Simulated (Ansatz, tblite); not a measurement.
# (MgSe)4 cube (Mg4Se4): one state, many levels

One table from this session's results is given with a row withheld; the runs are named, their logs left out.

The runs use Ansatz 0.2.0, Gaussian basis; as each input shows.

Levels to be run: GFN1-xTB, GFN2-xTB, PBE-D4/def2-TZVP, r2SCAN-D4/def2-TZVP, BHLYP-D4/def2-TZVP, PBE-D4/def2-SVP, PBE0-D4/def2-SVP, HF/STO-3G, MP2/def2-TZVP, RPA/def2-TZVP.

5 further runs of the same task are left out: 4 that didn't finish, 1 set aside as unsound or not needed.

## The geometry

The geometry is that of the singlet, from an earlier relaxation (r2SCAN-D4/def2-SVP).

8 atoms, charge 0, spin multiplicity 1.

Bond lengths: Mg1–Se5 2.575 Å, Mg1–Se6 2.575 Å, Mg1–Se7 2.575 Å, Mg2–Se5 2.575 Å, Mg2–Se6 2.575 Å, Mg2–Se8 2.575 Å, Mg3–Se6 2.575 Å, Mg3–Se7 2.575 Å, Mg3–Se8 2.575 Å, Mg4–Se5 2.575 Å, Mg4–Se7 2.575 Å, Mg4–Se8 2.575 Å. Angles: Se5–Mg1–Se6 105.1°, Se5–Mg1–Se7 105.1°, Se6–Mg1–Se7 105.1°, Se5–Mg2–Se6 105.1°, Se5–Mg2–Se8 105.1°, Se6–Mg2–Se8 105.1°, Se6–Mg3–Se7 105.1°, Se6–Mg3–Se8 105.1°, Se7–Mg3–Se8 105.1°, Se5–Mg4–Se7 105.1°, Se5–Mg4–Se8 105.1°, Se7–Mg4–Se8 105.1°, Mg1–Se5–Mg2 72.5°, Mg1–Se5–Mg4 72.5°, Mg2–Se5–Mg4 72.5°, Mg1–Se6–Mg2 72.5°, Mg1–Se6–Mg3 72.5°, Mg2–Se6–Mg3 72.5° and more.

PBE0-D4/def2-TZVP was run before; its log isn't repeated, and its numbers join the tables.

The first run:

Tight binding, by tblite at 300 K electronic temperature and without a spin-polarisation term:

```python
tblite.interface.Calculator('GFN1-xTB', numbers, positions, charge=0, uhf=0).singlepoint()
```

Tight binding, by tblite at 300 K electronic temperature and without a spin-polarisation term:

```python
tblite.interface.Calculator('GFN2-xTB', numbers, positions, charge=0, uhf=0).singlepoint()
```

start.molden holds the orbitals of an earlier run on this state, given as this run's starting guess.

Input file in.yaml:

```yaml
crystal:
  periodic: [false, false, false]
  atoms:
    - {symbol: Mg, position_ang: [1.601325, 0.524497, 0.798840]}
    - {symbol: Mg, position_ang: [-1.290577, 1.318657, 0.270190]}
    - {symbol: Mg, position_ang: [-0.578736, -1.601285, 0.760481]}
    - {symbol: Mg, position_ang: [0.268018, -0.241851, -1.829516]}
    - {symbol: Se, position_ang: [0.776906, 2.149506, -1.020843]}
    - {symbol: Se, position_ang: [-0.359803, 0.324676, 2.455852]}
    - {symbol: Se, position_ang: [1.732413, -1.770109, -0.362713]}
    - {symbol: Se, position_ang: [-2.149546, -0.704071, -1.072291]}
basis:
  gaussian: {orbitals: def2-TZVP, initial_orbitals: start.molden}
hamiltonian: {xc: pbe, dispersion: d4}
scf: {omitted_lower_state_checks: [starts]}
output: {forces: true, orbitals: {seedname: orbitals}}
```

Launch:

```bash
$ ansatz run in.yaml --threads 4 --pin off --events-out ev --progress --plain --max-ram 4787MiB
```

Steps of the session up to this table: PBE-D4/def2-TZVP; r2SCAN-D4/def2-TZVP; BHLYP-D4/def2-TZVP; PBE-D4/def2-SVP; PBE0-D4/def2-SVP; HF/STO-3G; MP2/def2-TZVP; RPA/def2-TZVP.

One table of the session follows, with a row left open; its other results are not shown here.

It belongs to the step «Binding energy». 

| level | binding an atom (eV) |
| --- | --- |
| HF/STO-3G | 3.981 |
| HF/def2-TZVP | 1.940 |
| PBE-D4/def2-SVP | 2.810 |
| PBE-D4/def2-TZVP | 2.799 |
| r2SCAN-D4/def2-TZVP | 2.908 |
| PBE0-D4/def2-SVP | 2.798 |
| PBE0-D4/def2-TZVP | 2.798 |
| BHLYP-D4/def2-TZVP | ? |
| RPA/def2-TZVP | 2.416 |
| MP2/def2-TZVP | 2.803 |

**Question.** Estimate the row for BHLYP-D4/def2-TZVP.

As computed: binding an atom (eV): 2.623. In the column «binding an atom (eV)» it lies between RPA/def2-TZVP (2.416) and PBE0-D4/def2-SVP (2.798).

To keep in mind: Free atoms were run apart at each level; binding is atoms less cluster, divided by the number of atoms, without zero-point or spin-orbit terms.
